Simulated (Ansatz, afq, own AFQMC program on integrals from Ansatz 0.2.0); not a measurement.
**CH₃AlBr (doublet): quantum Monte Carlo beside coupled cluster as a fragment species, def2-TZVP**

How near does AFQMC come to the top of the ladder for CH₃AlBr (doublet)?

Program: Ansatz 0.2.0, Gaussian basis, and an in-house AFQMC program (afq) on its integrals; all values are calculated. Level of theory: def2-TZVP, frozen cores. These are calculated values, not measurements.

The runs, in order: PBE (unrestricted); CCSD(T) on UHF; r2SCAN (unrestricted); PBE0 (unrestricted); CCSD(T) on UHF; B3LYP (unrestricted); wB97M-V (unrestricted); CCSD(T) on UHF; B2PLYP (unrestricted); Phaseless AFQMC, CISD trial on UHF.

10 further runs of the same task are left out: 1 that didn't finish, 9 set aside as unsound or not needed.

**1. What is computed**

The geometry is a PBE0/def2-SVP stationary point (not a proven minimum). No spin-orbit coupling is included. The filled d shell of Br may be among the frozen orbitals whatever the setting's name suggests; the logs give the count.

6 atoms, charge 0, spin multiplicity 2.

Atoms are counted from 1 here; the program's logs count them from 0.

Bond lengths: C1–Al2 1.970 Å, C1–H4 1.102 Å, C1–H5 1.102 Å, C1–H6 1.102 Å, Al2–Br3 2.289 Å. Angles: Al2–C1–H4 110.8°, Al2–C1–H5 110.4°, Al2–C1–H6 110.3°, H4–C1–H5 109.0°, H4–C1–H6 108.9°, H5–C1–H6 107.4°, C1–Al2–Br3 118.2°.

**2. PBE (unrestricted)**

Contents of in.yaml:

```yaml
crystal:
  periodic: [false, false, false]
  atoms:
    - {symbol: C, position_ang: [-0.136142, 1.270315, -0.168794]}
    - {symbol: Al, position_ang: [-0.374160, -0.677313, 0.011978]}
    - {symbol: Br, position_ang: [-1.826040, -1.727880, -1.411948]}
    - {symbol: H, position_ang: [-0.783752, 1.670896, -0.964814]}
    - {symbol: H, position_ang: [-0.378773, 1.776964, 0.779729]}
    - {symbol: H, position_ang: [0.913566, 1.506517, -0.409251]}
basis:
  gaussian: {orbitals: def2-TZVP}
magnetization: {spin_polarized: true, initial_magnetization: 1}
hamiltonian: {xc: {name: PBE}}
output: {orbitals: {seedname: orbitals}}
```

On the command line:

```
$ ansatz run in.yaml --threads 1 --pin off --events-out ev --progress --plain --max-ram 5632MiB --backend cpu
```

Standard output:

```text
Functional definition: PBE
  name "PBE"
  cite "Perdew, Burke & Ernzerhof, Phys. Rev. Lett. 77, 3865 (1996) doi:10.1103/PhysRevLett.77.3865"
  parent pbe
  parameter kappa = 0.804
  parameter beta = 0.06672455060314922
  exchange = pbe_x(kappa = kappa, mu = beta*pi^2/3)
  correlation = pbe_c(beta = beta)
947 factors; their error is unknown
mean field evaluation 1: about -77704.4581 eV, gradient 4.7e1 eV
mean field evaluation 2: about -77669.9502 eV, gradient 7.1e1 eV
mean field evaluation 4: about -77714.5630 eV, gradient 8.7e0 eV
mean field evaluation 8: about -77714.9608 eV, gradient 5.5e-2 eV
mean field evaluation 16: about -77714.9293 eV, gradient 7.6e-5 eV
mean field -77714.92927493 eV, -2855.9709737827 hartree, gradient 3.6e-5 eV, S^2 0.751943; 0 other end points of the search recorded, 0 dependent functions left out
reference -77714.92931360 eV, -2855.9709752039 hartree; 29, 28 occupied and 105, 106 virtual orbitals, 947 factors
Total energy: -77714.92931360 eV, -2855.9709752039 hartree
```

It took 3.2 s on 1 thread of AMD EPYC 7R13 (Zen 3), shared host; peak memory 3.4 GiB.

From the report: ⟨S²⟩ of the determinant 0.752 (pure doublet: 0.75).

**3. CCSD(T) on UHF**

Edit in.yaml of step 2 so:

```diff
@@ -12,3 +12,2 @@
 magnetization: {spin_polarized: true, initial_magnetization: 1}
-hamiltonian: {xc: {name: PBE}}
-output: {orbitals: {seedname: orbitals}}
+correlation: {method: ccsd_t, electrons: outside_noble_gas, hamiltonian_folder: ham}
```

On the command line:

```
$ ansatz run in.yaml --threads 1 --pin off --events-out ev --progress --plain --max-ram 16896MiB --backend cuda --devices 0, --max-vram 18GiB
```

Standard output (excerpt; [...] marks lines left out):

```text
Functional definition: HF
  name "HF"
  cite "Fock, Z. Phys. 61, 126 (1930) doi:10.1007/BF01340294"
  parent pbe
[...]
900 factors; integrals over basis functions are off by at most 1.1e-3 eV
[...]
mean field -77661.85475108 eV, -2854.0205210064 hartree, gradient 9.0e-6 eV, S^2 0.756001; 1 other end points of the search recorded, 0 dependent functions left out
determinant -77661.85475108 eV, -2854.0205210064 hartree, with singles and doubles -77673.34049090 eV, -2854.4426141596 hartree
determinant -77659.17011380 eV, -2853.9218624059 hartree, with singles and doubles -77670.82508334 eV, -2854.3501746365 hartree
20 core orbitals not correlated: weight in the atoms' cores, before any rotation towards them, 1.000 or more for the frozen orbitals, at most 0.000 for the correlated occupied ones
reference -77661.85475108 eV, -2854.0205210064 hartree; 9, 8 occupied and 105, 106 virtual orbitals, 900 factors
second order -10.45431817 eV of doubles, -0.00000000 eV of singles
cycle   1  -11.40326334 eV  change   -5.7e-1 eV  update   2.2e-2
[...]
cycle   9  -11.42803666 eV  change    9.2e-6 eV  update   1.1e-5
perturbative correction -0.45271698 eV, -0.0166370420 hartree
Total energy: -77673.73550472 eV, -2854.4571306495 hartree
```

Wall time 8.5 s (1 × NVIDIA H100 80GB HBM3 with 1 thread of AMD EPYC 7R13 (Zen 3), shared host); peak host memory 3.4 GiB.

From the report: ⟨S²⟩ of the determinant 0.756 (pure doublet: 0.75); correlation -11.8808 eV; T1 0.013; largest double amplitude 0.03.

This run also writes the integrals to the folder ham.

**4. r2SCAN (unrestricted)**

Edit in.yaml of step 3 so:

```diff
@@ -12,2 +12,2 @@
 magnetization: {spin_polarized: true, initial_magnetization: 1}
-correlation: {method: ccsd_t, electrons: outside_noble_gas, hamiltonian_folder: ham}
+hamiltonian: {xc: {name: r2SCAN}}
```

On the command line:

```
$ ansatz run in.yaml --threads 1 --pin off --events-out ev --progress --plain --max-ram 5632MiB --backend cpu
```

Standard output:

```text
Functional definition: r2SCAN
  name "r2SCAN"
  cite "Furness, Kaplan, Ning, Perdew & Sun, J. Phys. Chem. Lett. 11, 8208 (2020) doi:10.1021/acs.jpclett.0c02405"
  cite "Furness, Kaplan, Ning, Perdew & Sun, J. Phys. Chem. Lett. 11, 9248 (2020) doi:10.1021/acs.jpclett.0c03077"
  parent r2scan
  parameter k0 = 0.174
  parameter k1 = 0.065
  parameter a1 = 4.9479
  exchange = r2scan_x(k0 = k0, k1 = k1, a1 = a1)
  correlation = r2scan_c
947 factors; their error is unknown
mean field evaluation 1: about -77720.4030 eV, gradient 4.2e1 eV
mean field evaluation 2: about -77695.8829 eV, gradient 6.1e1 eV
mean field evaluation 4: about -77728.8452 eV, gradient 6.1e0 eV
mean field evaluation 8: about -77729.0159 eV, gradient 2.4e-1 eV
mean field evaluation 16: about -77728.9815 eV, gradient 4.1e-4 eV
mean field -77728.98150445 eV, -2856.4873836926 hartree, gradient 3.8e-5 eV, S^2 0.753646; 0 other end points of the search recorded, 0 dependent functions left out
reference -77728.98151838 eV, -2856.4873842044 hartree; 29, 28 occupied and 105, 106 virtual orbitals, 947 factors
Total energy: -77728.98151838 eV, -2856.4873842044 hartree
```

It took 8 s on 1 thread of AMD EPYC 7R13 (Zen 3), shared host; peak memory 3.4 GiB.

From the report: ⟨S²⟩ of the determinant 0.754 (pure doublet: 0.75).

**5. PBE0 (unrestricted)**

Edit in.yaml of step 4 so:

```diff
@@ -12,2 +12,3 @@
 magnetization: {spin_polarized: true, initial_magnetization: 1}
-hamiltonian: {xc: {name: r2SCAN}}
+hamiltonian: {xc: {name: PBE0}}
+output: {orbitals: {seedname: orbitals}}
```

Launched as before.

Standard output:

```text
Functional definition: PBE0
  name "PBE0"
  cite "Adamo & Barone, J. Chem. Phys. 110, 6158 (1999) doi:10.1063/1.478522"
  cite "Perdew, Burke & Ernzerhof, Phys. Rev. Lett. 77, 3865 (1996) doi:10.1103/PhysRevLett.77.3865"
  parent pbe
  parameter a = 0.25
  parameter kappa = 0.804
  parameter beta = 0.06672455060314922
  exchange = (1 - a)*pbe_x(kappa = kappa, mu = beta*pi^2/3) + a*exact_x
  correlation = pbe_c(beta = beta)
1004 factors; their error is unknown
mean field evaluation 1: about -77711.0341 eV, gradient 3.7e1 eV
mean field evaluation 2: about -77704.8612 eV, gradient 4.5e1 eV
mean field evaluation 4: about -77717.7343 eV, gradient 2.3e0 eV
mean field evaluation 8: about -77717.7613 eV, gradient 5.5e-2 eV
mean field evaluation 16: about -77718.2045 eV, gradient 9.5e-5 eV
mean field -77718.20450265 eV, -2856.0913361812 hartree, gradient 2.9e-5 eV, S^2 0.752601; 0 other end points of the search recorded, 0 dependent functions left out
reference -77718.20453149 eV, -2856.0913372413 hartree; 29, 28 occupied and 105, 106 virtual orbitals, 1004 factors
Total energy: -77718.20453149 eV, -2856.0913372413 hartree
```

Wall time 4.8 s (1 thread of AMD EPYC 7R13 (Zen 3), shared host); peak memory 3.4 GiB.

From the report: ⟨S²⟩ of the determinant 0.753 (pure doublet: 0.75).

**6. CCSD(T) on UHF**

Edit in.yaml of step 5 so:

```diff
@@ -10,5 +10,4 @@
 basis:
-  gaussian: {orbitals: def2-TZVP}
+  gaussian: {orbitals: def2-TZVPP}
 magnetization: {spin_polarized: true, initial_magnetization: 1}
-hamiltonian: {xc: {name: PBE0}}
-output: {orbitals: {seedname: orbitals}}
+correlation: {method: ccsd_t, electrons: outside_noble_gas}
```

On the command line:

```
$ ansatz run in.yaml --threads 1 --pin off --events-out ev --progress --plain --max-ram 16896MiB --backend cuda --devices 0, --max-vram 18GiB
```

Standard output (excerpt; [...] marks lines left out):

```text
Functional definition: HF
  name "HF"
  cite "Fock, Z. Phys. 61, 126 (1930) doi:10.1007/BF01340294"
  parent pbe
[...]
994 factors; integrals over basis functions are off by at most 1.1e-3 eV
[...]
mean field -77661.88945468 eV, -2854.0217963400 hartree, gradient 2.9e-6 eV, S^2 0.756013; 1 other end points of the search recorded, 0 dependent functions left out
determinant -77661.88945468 eV, -2854.0217963400 hartree, with singles and doubles -77673.62815134 eV, -2854.4531854855 hartree
determinant -77659.20665850 eV, -2853.9232053991 hartree, with singles and doubles -77671.11308480 eV, -2854.3607584950 hartree
20 core orbitals not correlated: weight in the atoms' cores, before any rotation towards them, 1.000 or more for the frozen orbitals, at most 0.000 for the correlated occupied ones
reference -77661.88945468 eV, -2854.0217963400 hartree; 9, 8 occupied and 134, 135 virtual orbitals, 994 factors
second order -10.69561135 eV of doubles, -0.00000000 eV of singles
cycle   1  -11.60974790 eV  change   -6.5e-1 eV  update   2.2e-2
[...]
cycle   9  -11.63446979 eV  change    8.1e-6 eV  update   1.1e-5
perturbative correction -0.46787602 eV, -0.0171941266 hartree
Total energy: -77673.99180049 eV, -2854.4665493454 hartree
```

Run time: 8 s. Hardware: 1 × NVIDIA H100 80GB HBM3 with 1 thread of AMD EPYC 7R13 (Zen 3), shared host; peak host memory 3.4 GiB.

From the report: ⟨S²⟩ of the determinant 0.756 (pure doublet: 0.75); correlation -12.1023 eV; T1 0.013; largest double amplitude 0.03.

**7. B3LYP (unrestricted)**

Edit in.yaml of step 6 so:

```diff
@@ -10,4 +10,4 @@
 basis:
-  gaussian: {orbitals: def2-TZVPP}
+  gaussian: {orbitals: def2-TZVP}
 magnetization: {spin_polarized: true, initial_magnetization: 1}
-correlation: {method: ccsd_t, electrons: outside_noble_gas}
+hamiltonian: {xc: {name: B3LYP}}
```

On the command line:

```
$ ansatz run in.yaml --threads 1 --pin off --events-out ev --progress --plain --max-ram 5632MiB --backend cpu
```

Standard output (excerpt; [...] marks lines left out):

```text
Functional definition: B3LYP
  name "B3LYP"
  cite "Stephens, Devlin, Chabalowski & Frisch, J. Phys. Chem. 98, 11623 (1994) doi:10.1021/j100096a001"
  cite "Becke, Phys. Rev. A 38, 3098 (1988) doi:10.1103/PhysRevA.38.3098"
  cite "Lee, Yang & Parr, Phys. Rev. B 37, 785 (1988) doi:10.1103/PhysRevB.37.785"
  cite "Vosko, Wilk & Nusair, Can. J. Phys. 58, 1200 (1980) doi:10.1139/p80-159"
[...]
984 factors; their error is unknown
[...]
mean field -77732.22736111 eV, -2856.6066667248 hartree, gradient 8.2e-5 eV, S^2 0.752305; 0 other end points of the search recorded, 0 dependent functions left out
reference -77732.22760260 eV, -2856.6066755992 hartree; 29, 28 occupied and 105, 106 virtual orbitals, 984 factors
Total energy: -77732.22760260 eV, -2856.6066755992 hartree
```

Run time: 4.7 s. Hardware: 1 thread of AMD EPYC 7R13 (Zen 3), shared host; peak memory 3.4 GiB.

From the report: ⟨S²⟩ of the determinant 0.752 (pure doublet: 0.75).

**8. wB97M-V (unrestricted)**

Edit in.yaml of step 7 so:

```diff
@@ -12,2 +12,3 @@
 magnetization: {spin_polarized: true, initial_magnetization: 1}
-hamiltonian: {xc: {name: B3LYP}}
+hamiltonian: {xc: {name: wB97M-V}}
+output: {orbitals: {seedname: orbitals}}
```

Same command.

Standard output (excerpt; [...] marks lines left out):

```text
Functional definition: wB97M-V
  name "wB97M-V"
  cite "Mardirossian & Head-Gordon, J. Chem. Phys. 144, 214110 (2016) doi:10.1063/1.4952647"
  cite "Becke, J. Chem. Phys. 107, 8554 (1997) doi:10.1063/1.475007"
  cite "Vydrov & Van Voorhis, J. Chem. Phys. 133, 244103 (2010) doi:10.1063/1.3521275"
  # Of w^i u^j: cxij and so on, Table III.
[...]
  gx(w, u) = 1 - cx + cx01*u + cx10*w
  gss(w, u) = css00 + css04*u^4 + css10*w + css20*w^2 + css43*w^4*u^3
  gos(w, u) = cos00 + cos10*w + (cos20 + cos21*u)*w^2 + (cos60 + cos61*u)*w^6
[...]
      + integral(e_c_pw_mod_opposite_spin*gos(b97_w_opposite, b97_u_opposite)) + vv10(b, c)
979 factors; their error is unknown
216 factors; integrals over basis functions are off by at most 3.7e-5 eV
[...]
mean field -77725.58750074 eV, -2856.3626563566 hartree, gradient 4.9e-5 eV, S^2 0.751831; 0 other end points of the search recorded, 0 dependent functions left out
reference -77725.58754217 eV, -2856.3626578792 hartree; 29, 28 occupied and 105, 106 virtual orbitals, 979 factors
Total energy: -77725.58754217 eV, -2856.3626578792 hartree
```

Wall time 17 s (1 thread of AMD EPYC 7R13 (Zen 3), shared host); peak memory 3.4 GiB.

From the report: ⟨S²⟩ of the determinant 0.752 (pure doublet: 0.75).

**9. CCSD(T) on UHF**

Edit in.yaml of step 8 so:

```diff
@@ -10,5 +10,4 @@
 basis:
-  gaussian: {orbitals: def2-TZVP}
+  gaussian: {orbitals: "def2-QZVPP.json"}
 magnetization: {spin_polarized: true, initial_magnetization: 1}
-hamiltonian: {xc: {name: wB97M-V}}
-output: {orbitals: {seedname: orbitals}}
+correlation: {method: ccsd_t, electrons: outside_noble_gas}
```

On the command line:

```
$ ansatz run in.yaml --threads 1 --pin off --events-out ev --progress --plain --max-ram 16896MiB --backend cuda --devices 0, --max-vram 18GiB
```

Standard output (excerpt; [...] marks lines left out):

```text
Functional definition: HF
  name "HF"
  cite "Fock, Z. Phys. 61, 126 (1930) doi:10.1007/BF01340294"
  parent pbe
[...]
1867 factors; integrals over basis functions are off by at most 8.0e-4 eV
[...]
mean field -77663.47005735 eV, -2854.0798824170 hartree, gradient 1.8e-6 eV, S^2 0.756070; 1 other end points of the search recorded, 0 dependent functions left out
determinant -77663.47005735 eV, -2854.0798824170 hartree, with singles and doubles -77676.16025366 eV, -2854.5462385296 hartree
determinant -77660.80237847 eV, -2853.9818470263 hartree, with singles and doubles -77673.65091951 eV, -2854.4540222005 hartree
20 core orbitals not correlated: weight in the atoms' cores, before any rotation towards them, 1.000 or more for the frozen orbitals, at most 0.000 for the correlated occupied ones
reference -77663.47005735 eV, -2854.0798824170 hartree; 9, 8 occupied and 277, 278 virtual orbitals, 1867 factors
second order -11.61650905 eV of doubles, -0.00000000 eV of singles
cycle   1  -12.41560457 eV  change    -1.2e0 eV  update   2.6e-2
[...]
cycle   9  -12.45556321 eV  change    1.4e-5 eV  update   1.2e-5
perturbative correction -0.53683478 eV, -0.0197283142 hartree
Total energy: -77676.46245534 eV, -2854.5573442365 hartree
```

Run time: 27 s. Hardware: 1 × NVIDIA H100 80GB HBM3 with 1 thread of AMD EPYC 7R13 (Zen 3), shared host; peak host memory 3.4 GiB.

From the report: ⟨S²⟩ of the determinant 0.756 (pure doublet: 0.75); correlation -12.9924 eV; T1 0.013; largest double amplitude 0.03.

**10. B2PLYP (unrestricted)**

Edit in.yaml of step 9 so:

```diff
@@ -10,4 +10,5 @@
 basis:
-  gaussian: {orbitals: "def2-QZVPP.json"}
+  gaussian: {orbitals: def2-TZVP}
 magnetization: {spin_polarized: true, initial_magnetization: 1}
-correlation: {method: ccsd_t, electrons: outside_noble_gas}
+hamiltonian: {xc: {name: B2PLYP}}
+correlation: {electrons: outside_noble_gas}
```

On the command line:

```
$ ansatz run in.yaml --threads 1 --pin off --events-out ev --progress --plain --max-ram 5632MiB --backend cpu
```

Standard output (excerpt; [...] marks lines left out):

```text
Functional definition: B2PLYP
  name "B2PLYP"
  cite "Grimme, J. Chem. Phys. 124, 034108 (2006) doi:10.1063/1.2148954"
  cite "Becke, Phys. Rev. A 38, 3098 (1988) doi:10.1103/PhysRevA.38.3098"
  cite "Lee, Yang & Parr, Phys. Rev. B 37, 785 (1988) doi:10.1103/PhysRevB.37.785"
[...]
900 factors; integrals over basis functions are off by at most 1.1e-3 eV
[...]
mean field -77711.58223111 eV, -2855.8479721908 hartree, gradient 3.9e-6 eV, S^2 0.754162; 0 other end points of the search recorded, 0 dependent functions left out
20 core orbitals not correlated: weight in the atoms' cores, before any rotation towards them, 1.000 or more for the frozen orbitals, at most 0.000 for the correlated occupied ones
reference -77711.58238364 eV, -2855.8479777965 hartree; 9, 8 occupied and 105, 106 virtual orbitals, 900 factors
second order -12.79539440 eV of doubles, -0.00000000 eV of singles
Total energy: -77715.03714013 eV, -2855.9749377557 hartree
```

Run time: 7 s. Hardware: 1 thread of AMD EPYC 7R13 (Zen 3), shared host; peak memory 3.4 GiB.

From the report: ⟨S²⟩ of the determinant 0.754 (pure doublet: 0.75).

**11. Phaseless AFQMC, CISD trial on UHF**

It reads the integrals that the CCSD(T) run on this determinant wrote.

On the command line:

```
$ afq ham --method phaseless --trial cisd --walkers 1000 --populations 20 --least-time 60 --time-step 0.005 --steps-per-block 50 --equilibration-blocks 28 --max-blocks 4000 --target-error 0.00024 --factor-cut 1e-05 --start spin_pure --seed 1237 --release-times 0.24,0.51,0.99,1.5 --release-step 0.03 --release-every 4 --taylor-order 6
```

Standard output:

```text
orbitals 114  electrons 9 8  factors 842 of 900
reference energy -2854.02052101 Eh
CCSD correlation -0.41997287 Eh in 12 cycles, weight of the determinant in the CISD state 0.8381
energy of the start -2854.440195 Eh
 block  time / (1/Eh)  mean weight  energy / Eh
     1     0.250  0.9998  -2854.430870
     2     0.500  0.9998  -2854.438044
     3     0.750  0.9997  -2854.444940
     4     1.000  1.0003  -2854.448281
     5     1.250  1.0004  -2854.450483
     6     1.500  1.0002  -2854.450638
     7     1.750  1.0001  -2854.456032
     8     2.000  1.0005  -2854.454564
     9     2.250  0.9997  -2854.453279
    10     2.500  0.9996  -2854.455717
    13     3.250  0.9998  -2854.457235
    16     4.000  0.9983  -2854.458198
    19     4.750  1.0000  -2854.456387
    22     5.500  1.0000  -2854.458656
    25     6.250  1.0007  -2854.464507
    28     7.000  0.9995  -2854.457421
    31     7.750  0.9991  -2854.455614
    34     8.500  0.9992  -2854.459371
    37     9.250  1.0003  -2854.460209
    40    10.000  1.0003  -2854.460817
    43    10.750  1.0007  -2854.458744
    46    11.500  0.9997  -2854.459252
    49    12.250  0.9995  -2854.459099
    52    13.000  1.0001  -2854.459200
    55    13.750  0.9993  -2854.456995
    58    14.500  1.0003  -2854.458095
    61    15.250  1.0008  -2854.459258
    64    16.000  1.0006  -2854.457738
    67    16.750  0.9999  -2854.458948
    70    17.500  0.9999  -2854.459669
    73    18.250  0.9990  -2854.461892
    76    19.000  0.9998  -2854.457503
    79    19.750  0.9996  -2854.459626
    82    20.500  0.9999  -2854.458962
    85    21.250  0.9984  -2854.456842
    88    22.000  0.9995  -2854.459590
    91    22.750  0.9993  -2854.456489
    94    23.500  0.9995  -2854.460522
    97    24.250  1.0007  -2854.459726
   100    25.000  0.9999  -2854.463447
   103    25.750  0.9992  -2854.459630
   106    26.500  0.9992  -2854.459256
   109    27.250  0.9996  -2854.458066
   112    28.000  0.9994  -2854.460092
   115    28.750  1.0009  -2854.454729
   118    29.500  1.0005  -2854.457303
   121    30.250  0.9998  -2854.455473
   124    31.000  0.9993  -2854.457124
   127    31.750  1.0003  -2854.459883
   130    32.500  1.0001  -2854.460819
error from the spread of 20 populations
released: time / (1/Eh)  energy / Eh  error  mean overlap
  0.24  -2854.458975  0.000301  0.9945
  0.51  -2854.459113  0.000310  0.9856
  0.99  -2854.459275  0.000309  0.9760
  1.50  -2854.459385  0.000399  0.9570
energy -2854.458729 +/- 0.000287 Eh
```

Wall time 4.2 min (1 × NVIDIA H100 80GB HBM3 with 2 threads of AMD EPYC 7R13 (Zen 3), shared host); peak host memory 3.4 GiB.

Energy -77673.7790 ± 0.0078 eV. Caveats: constraint bias not in the error.

**12. All levels side by side**

On the UHF determinant, counted from CCSD(T) (a yardstick, not exact):

| level | energy (eV) | from CCSD(T) (kcal/mol) | statistical error (kcal/mol) | time |
| --- | --- | --- | --- | --- |
| HF | -77661.8548 | +273.98 |  |  |
| MP2 | -77672.3091 | +32.89 |  |  |
| CCSD | -77673.2828 | +10.44 |  |  |
| CCSD(T) | -77673.7355 | 0.00 |  |  |
| Phaseless AFQMC, CISD trial, step 0.005, 1000 walkers | -77673.7790 | -1.00 | 0.18 | 4.2 min |

The functionals' totals stand on their own zeros and serve differences with other points: PBE -77714.929 eV; r2SCAN -77728.982 eV; PBE0 -77718.205 eV; B3LYP -77732.228 eV; wB97M-V -77725.588 eV; B2PLYP -77715.037 eV.

**13. Summary of results**

| quantity | value |
| --- | --- |
| Phaseless AFQMC, CISD trial on UHF from CCSD(T) | -1.00 ± 0.18 kcal/mol |

What this shows: On UHF the phaseless walk with the CISD trial lies -1.00 kcal/mol from CCSD(T), 6 times its error bar. Error bars are statistical and leave out the constraint, the time step and what remains of the start.
